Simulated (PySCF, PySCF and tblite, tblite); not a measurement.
# tetraethylborate (C8H20B−): conformers and averaged spectra, part 3 of 3

PySCF and tblite. Atoms count from 0.

### 14 Single-point energy, conformer 4: PBE0/def2-SVP

Job settings and geometry (Å):

```
{"job": {"xc": "PBE0", "basis": "def2-SVP", "kind": "sp"}, "charge": -1, "multiplicity": 1}
C     -2.299187     1.177686    -0.505393
C     -1.657319     0.086837     0.352994
B     -0.040961    -0.241307     0.122418
C      0.831094     1.117459    -0.246302
C      0.924117     2.169269     0.858648
C      0.485880    -0.922380     1.545804
C      1.951794    -1.350297     1.593550
C      0.177686    -1.369822    -1.078545
C     -0.445852    -1.067808    -2.440041
H     -3.373130     1.276224    -0.300798
H     -1.837262     2.143189    -0.308448
H     -2.180969     0.964347    -1.565089
H     -1.824488     0.368978     1.400224
H     -2.234784    -0.834096     0.204201
H      1.855276     0.838698    -0.522817
H      0.411499     1.605747    -1.132699
H      1.462894     3.067365     0.530274
H     -0.069249     2.474641     1.182502
H      1.445920     1.768500     1.725671
H     -0.124108    -1.807326     1.768375
H      0.316302    -0.231716     2.380220
H      2.153554    -2.107123     0.837589
H      2.603830    -0.500593     1.398947
H      2.228282    -1.769672     2.569153
H      1.251291    -1.518898    -1.244225
H     -0.212531    -2.341421    -0.749556
H     -0.108288    -0.099914    -2.807483
H     -0.179538    -1.822943    -3.190847
H     -1.531661    -1.045672    -2.367469
```

The program printed:

```text
coarse grid: 22176 points
cycle   1  E = -340.8407241959  dE =  4.014e-01  |g| = 8.172e-01  |ddm| = 5.083e+00
cycle   2  E = -340.7007451327  dE =  1.400e-01  |g| = 1.105e+00  |ddm| = 3.506e+00
cycle   3  E = -341.0487709054  dE = -3.480e-01  |g| = 5.154e-02  |ddm| = 2.167e+00
cycle   4  E = -341.0491563867  dE = -3.855e-04  |g| = 3.289e-02  |ddm| = 8.837e-02
cycle   5  E = -341.0494232597  dE = -2.669e-04  |g| = 5.453e-03  |ddm| = 3.743e-02
cycle   6  E = -341.0494309449  dE = -7.685e-06  |g| = 6.311e-04  |ddm| = 8.347e-03
final grid: 208312 points
cycle   7  E = -341.1038206017  dE = -1.033e-04  |g| = 1.232e-02  |ddm| = 8.898e-02
cycle   8  E = -341.1038014742  dE =  1.913e-05  |g| = 1.493e-02  |ddm| = 3.712e-02
cycle   9  E = -341.1038622784  dE = -6.080e-05  |g| = 7.688e-04  |ddm| = 2.081e-02
cycle  10  E = -341.1038624134  dE = -1.350e-07  |g| = 2.752e-04  |ddm| = 1.521e-03
cycle  11  E = -341.1038624327  dE = -1.928e-08  |g| = 5.672e-05  |ddm| = 3.616e-04
cycle  12  E = -341.1038624335  dE = -8.529e-10  |g| = 8.858e-06  |ddm| = 1.122e-04
converged SCF energy = -341.1038624335
```

Wall time 21 s (1 thread of Arm Neoverse V1, shared host); peak memory 0.88 GiB.

Key values: HOMO -1.89 eV, LUMO 5.58 eV.

### 15 Shieldings, conformer 5: mPW1PW91/6-31G*

Job settings and geometry (Å):

```
{"job": {"xc": "mPW1PW91", "basis": "6-31G*", "kind": "nmr", "pop": false}, "charge": -1, "multiplicity": 1}
C     -2.068657    -0.886810    -1.102227
C     -0.549059    -0.747171    -1.174460
B      0.163031     0.279210    -0.083872
C     -0.035692    -0.245551     1.476531
C      0.622648    -1.572928     1.848711
C      1.782525     0.432777    -0.461392
C      2.511483    -0.789040    -1.022208
C     -0.461454     1.821820    -0.219969
C     -1.700681     2.175160     0.603713
H     -2.378669    -1.186058    -0.102312
H     -2.552035     0.058987    -1.339692
H     -2.445475    -1.637977    -1.808185
H     -0.127550    -1.752856    -1.068913
H     -0.301459    -0.424725    -2.193670
H      0.349971     0.513234     2.169127
H     -1.103327    -0.340863     1.702829
H      0.379485    -1.878205     2.874585
H      0.291228    -2.364980     1.179157
H      1.706011    -1.497142     1.776474
H      2.332682     0.769041     0.426247
H      1.901961     1.233463    -1.202485
H      2.078987    -1.086104    -1.975924
H      3.576869    -0.585352    -1.189719
H      2.437632    -1.637066    -0.345528
H      0.314160     2.546349     0.059371
H     -0.692252     2.028634    -1.272364
H     -1.482657     2.107971     1.668110
H     -2.045880     3.196740     0.399383
H     -2.523734     1.497393     0.389540
```

The program printed:

```text
coarse grid: 22176 points
cycle   1  E = -341.5391560201  dE =  4.707e-01  |g| = 8.709e-01  |ddm| = 4.330e+00
cycle   2  E = -341.4401750824  dE =  9.898e-02  |g| = 1.074e+00  |ddm| = 2.973e+00
cycle   3  E = -341.7659018342  dE = -3.257e-01  |g| = 4.952e-02  |ddm| = 1.770e+00
cycle   4  E = -341.7662816570  dE = -3.798e-04  |g| = 3.051e-02  |ddm| = 7.446e-02
cycle   5  E = -341.7665113697  dE = -2.297e-04  |g| = 4.811e-03  |ddm| = 3.204e-02
cycle   6  E = -341.7665173390  dE = -5.969e-06  |g| = 5.948e-04  |ddm| = 6.676e-03
final grid: 208312 points
cycle   7  E = -341.6896452873  dE = -9.957e-05  |g| = 1.093e-02  |ddm| = 5.263e-02
cycle   8  E = -341.6896356706  dE =  9.617e-06  |g| = 1.262e-02  |ddm| = 2.730e-02
cycle   9  E = -341.6896782574  dE = -4.259e-05  |g| = 5.734e-04  |ddm| = 1.454e-02
cycle  10  E = -341.6896783306  dE = -7.328e-08  |g| = 2.291e-04  |ddm| = 1.031e-03
cycle  11  E = -341.6896783438  dE = -1.315e-08  |g| = 5.261e-05  |ddm| = 2.857e-04
cycle  12  E = -341.6896783445  dE = -7.301e-10  |g| = 7.746e-06  |ddm| = 7.838e-05
converged SCF energy = -341.6896783445

GIAO shielding tensors (ppm)
atom      isotropic    diamagn.    paramagn.     s11        s22        s33       span
  0 C      179.067     247.483     -68.416    168.982    179.606    188.611     19.629
  1 C      177.330     242.675     -65.345    172.366    177.616    182.009      9.643
  2 B      134.861     176.307     -41.446    133.785    134.493    136.305      2.520
  3 C      177.334     242.671     -65.337    172.342    177.624    182.037      9.694
  4 C      179.051     247.495     -68.444    168.957    179.594    188.602     19.645
  5 C      171.356     243.281     -71.925    163.799    168.199    182.069     18.270
  6 C      178.065     247.118     -69.053    168.300    176.502    189.393     21.093
  7 C      171.326     243.281     -71.955    163.754    168.191    182.032     18.278
  8 C      178.065     247.097     -69.031    168.324    176.482    189.390     21.066
  9 H       31.310      31.939      -0.629     26.939     31.445     35.547      8.608
 10 H       31.364      31.811      -0.447     26.523     31.473     36.094      9.571
 11 H       31.574      30.703       0.870     26.538     29.349     38.834     12.296
 12 H       31.597      33.003      -1.406     27.678     32.024     35.088      7.410
 13 H       32.321      32.451      -0.130     27.395     33.114     36.454      9.060
 14 H       32.320      32.449      -0.129     27.389     33.114     36.456      9.067
 15 H       31.597      33.005      -1.408     27.684     32.023     35.083      7.399
 16 H       31.572      30.704       0.869     26.539     29.346     38.833     12.294
 17 H       31.308      31.939      -0.631     26.936     31.445     35.543      8.607
 18 H       31.363      31.810      -0.448     26.519     31.476     36.093      9.574
 19 H       32.024      32.310      -0.286     29.158     31.469     35.444      6.285
 20 H       32.435      32.245       0.190     27.484     33.630     36.191      8.707
 21 H       31.591      31.558       0.033     26.875     31.918     35.980      9.105
 22 H       31.754      30.493       1.260     27.025     29.244     38.992     11.967
 23 H       31.516      31.843      -0.327     26.766     32.231     35.550      8.784
 24 H       32.432      32.245       0.187     27.474     33.637     36.185      8.712
 25 H       32.024      32.312      -0.289     29.157     31.475     35.439      6.282
 26 H       31.590      31.551       0.038     26.877     31.909     35.983      9.106
 27 H       31.752      30.488       1.264     27.021     29.246     38.989     11.969
 28 H       31.517      31.836      -0.319     26.771     32.226     35.553      8.783
```

Wall time 30 s (1 thread of Arm Neoverse V1, shared host); peak memory 0.84 GiB.

In short: HOMO -1.69 eV, LUMO 6.71 eV.

### 16 Single-point energy, conformer 5: PBE0/def2-SVP

The job, as its differences from that of step 15:

```diff
@@ -1,2 +1,2 @@
-{"job": {"xc": "mPW1PW91", "basis": "6-31G*", "kind": "nmr", "pop": false}, "charge": -1, "multiplicity": 1}
+{"job": {"xc": "PBE0", "basis": "def2-SVP", "kind": "sp"}, "charge": -1, "multiplicity": 1}
 C     -2.068657    -0.886810    -1.102227
```

The program printed:

```text
coarse grid: 22176 points
cycle   1  E = -340.8393396219  dE =  3.981e-01  |g| = 8.150e-01  |ddm| = 5.074e+00
cycle   2  E = -340.7014135647  dE =  1.379e-01  |g| = 1.100e+00  |ddm| = 3.529e+00
cycle   3  E = -341.0464772272  dE = -3.451e-01  |g| = 5.266e-02  |ddm| = 2.192e+00
cycle   4  E = -341.0468968655  dE = -4.196e-04  |g| = 3.284e-02  |ddm| = 9.077e-02
cycle   5  E = -341.0471637686  dE = -2.669e-04  |g| = 5.430e-03  |ddm| = 3.747e-02
cycle   6  E = -341.0471713335  dE = -7.565e-06  |g| = 7.247e-04  |ddm| = 8.092e-03
final grid: 208312 points
cycle   7  E = -341.1009560550  dE = -1.089e-04  |g| = 1.221e-02  |ddm| = 9.266e-02
cycle   8  E = -341.1009371863  dE =  1.887e-05  |g| = 1.481e-02  |ddm| = 3.652e-02
cycle   9  E = -341.1009970035  dE = -5.982e-05  |g| = 7.391e-04  |ddm| = 2.061e-02
cycle  10  E = -341.1009971296  dE = -1.262e-07  |g| = 2.754e-04  |ddm| = 1.442e-03
cycle  11  E = -341.1009971487  dE = -1.909e-08  |g| = 5.317e-05  |ddm| = 3.506e-04
cycle  12  E = -341.1009971495  dE = -7.498e-10  |g| = 8.265e-06  |ddm| = 1.014e-04
converged SCF energy = -341.1009971495
```

Run time: 21 s. Hardware: 1 thread of Arm Neoverse V1, shared host; peak memory 0.9 GiB.

This run: HOMO -1.91 eV, LUMO 5.62 eV.

### 17 Averages: properties at mPW1PW91/6-31G*

Job settings and geometry (Å):

```
{"job": {"study": "conf", "smiles": "CC[B-](CC)(CC)CC", "search": {"seed": 9969, "n_embed": 200, "ff_keep": 26, "window": 3.0, "nmax": 10, "temps": [180, 230, 298.15, 330, 400], "t_ref": 298.15, "order": 0.0005}, "level": {"nmr": {"xc": "mPW1PW91", "basis": "6-31G*"}, "sp": {"xc": "PBE0", "basis": "def2-SVP"}}, "kind": "conf"}, "charge": -1, "multiplicity": 1}
C      1.624571     2.121465    -0.443897
C      1.332385     0.896341     0.420562
B     -0.000904     0.001334     0.000840
C     -1.379489     0.924317     0.050494
C     -1.717760     1.564129     1.395716
C      0.124408    -0.564060    -1.554593
C      1.329964    -1.452289    -1.856688
C     -0.080459    -1.251656     1.086274
C     -1.239127    -2.230541     0.905540
H      1.784287     1.828083    -1.480071
H      0.785689     2.814872    -0.418121
H      2.517811     2.662655    -0.107067
H      2.225043     0.259485     0.406648
H      1.237035     1.237540     1.458391
H     -1.312972     1.728355    -0.692187
H     -2.241349     0.319215    -0.255467
H     -1.849808     0.799167     2.158954
H     -0.913098     2.222878     1.717823
H     -2.639818     2.157500     1.352090
H      0.150265     0.279977    -2.254234
H     -0.778206    -1.128954    -1.816744
H      1.319220    -2.338263    -1.224088
H      1.346573    -1.786615    -2.901772
H      2.256923    -0.914888    -1.663964
H      0.850970    -1.829461     1.053004
H     -0.137564    -0.854497     2.106804
H     -2.192508    -1.711114     0.985622
H     -1.194099    -2.697612    -0.076810
H     -1.227890    -3.029413     1.657799
```

The program printed:

```text
conformer  sym    E(xTB)   E(DFT)   G(298.15 K)  weight  dipole/D
    1     S4      0.289    0.703    0.298   0.3266    0.001
    2     D2d     0.000    0.000    0.000   0.5398    0.001
    3     C1      1.495    2.507    1.353   0.0550    0.598
    4     C1      1.438    2.142    1.152   0.0772    0.692
    5     C2      2.710    4.015    3.534   0.0014    0.856

mean shielding (ppm) by class
class atoms           180 K      230 K   298.15 K      330 K      400 K
  0 C  0,4,6        181.017    180.934    180.776    180.696    180.526
  1 C  1,3,5         178.42    178.178    177.794    177.613    177.249
  2 B  2             133.49    133.559    133.669    133.721    133.825
  3 H  9,10,11       31.615     31.615     31.611     31.608     31.602
  4 H  12,13,14      32.187     32.179     32.168     32.163     32.154
```

It took 4.6 min on 1 thread of Arm Neoverse V1, shared host. This counts the runs that the step sums up.

The search (ETKDG and KDG, UFF, GFN2-xTB) embedded 200 structures, kept 5 distinct ones after the force field and 5 after xTB; 5 were carried on (window 3.0 kcal/mol at the search's own energies). Energies: PBE0/def2-SVP with D3(BJ).

The conformers at 298 K:

```csv
no.,group,mirror pair,ΔE xTB,ΔE DFT,ΔG,weight (%),C0–C1–B2–C3 (°),C1–B2–C3–C4 (°),C1–B2–C5–C6 (°),C1–B2–C7–C8 (°),"A, B, C (GHz)"
1,S4,no,0.29,0.70,0.30,32.7,-174,-65,-54,174,"1.46, 1.06, 1.06"
2,D2d,no,0.00,0.00,0.00,54.0,-59,-59,59,-180,"1.39, 1.38, 0.88"
3,C1,yes,1.50,2.51,1.35,5.5,-34,-178,-67,-56,"1.32, 1.20, 1.03"
4,C1,yes,1.44,2.14,1.15,7.7,35,66,179,55,"1.50, 1.21, 0.94"
5,C2,yes,2.71,4.01,3.53,0.1,64,64,-35,89,"1.54, 1.05, 1.04"
```

Energies in kcal/mol. ΔG holds xTB vibrations and rotation, symmetry numbers and mirror pairs.

Weights (%) by temperature:

```csv
no.,180 K,230 K,298 K,330 K,400 K
2,79.2,67.9,54.0,48.3,38.2
1,19.6,27.3,32.7,33.5,33.3
4,0.8,2.9,7.7,10.3,15.8
3,0.4,1.9,5.5,7.6,12.0
5,0.0,0.0,0.1,0.3,0.6
```

Other ways of weighting, at the same temperature:

```
                                  scheme    2   1   4   3   5
                         DFT free energy   54  33   8   6   0
            DFT energy, symmetry counted   51  31  11   6   0
                        DFT energy alone   74  23   2   1   0
            xTB energy, symmetry counted   28  34  20  18   1
                         xTB free energy   31  37  14  17   1
                   lowest conformer only  100   0   0   0   0
                           equal weights   20  20  20  20  20
conformers found from three starts alone   87   0  13   0   0
```

Shifts against references run at the same level (¹H TMS 32.45, ¹³C TMS 196.0 ppm of shielding), by class of atoms, at 298 K:

| atoms | environment | no. 2 | no. 1 | no. 4 | average |
| --- | --- | --- | --- | --- | --- |
| C1, C3, C5, C7 | sp3 CH2 bonded to B | 17.2 | 18.7 | 20.8 | 18.2 |
| C0, C4, C6, C8 | methyl carbon | 14.8 | 15.2 | 16.5 | 15.2 |
| H9, H10, H11 and 9 more | hydrogen on a methyl carbon | 0.84 | 0.82 | 0.91 | 0.84 |
| H12, H13, H14 and 5 more | hydrogen on an sp3 CH2 bonded to B | 0.25 | 0.32 | 0.32 | 0.28 |
| B2 | boron bonded to 4 C | 133.4 (σ) | 133.8 (σ) | 134.3 (σ) | 133.7 (σ) |

Effective distances for nuclear Overhauser effects, ⟨r⁻⁶⟩^(−1/6) over all pairs of two classes (Å): H9···H12 2.98.

### 18 What came out

What follows sums up all 3 parts.

| quantity | value |
| --- | --- |
| conformers | 5; the first in weight is no. 2 (D2d), 54 % at 298 K |
| averaged ¹³C shifts (mPW1PW91/6-31G*) | 18.2, 15.2 ppm |
| averaged ¹H shifts (mPW1PW91/6-31G*) | 0.84, 0.28 ppm |

**Reading.** Conformer 2 leads with 54 % at 298 K, and its share goes from 79 % at 180 K to 38 % at 400 K. Among conformers over 5 %, C1, C3, C5, C7 differ by 3.6 ppm, while the average moves by 1.2 ppm from 180 to 400 K.
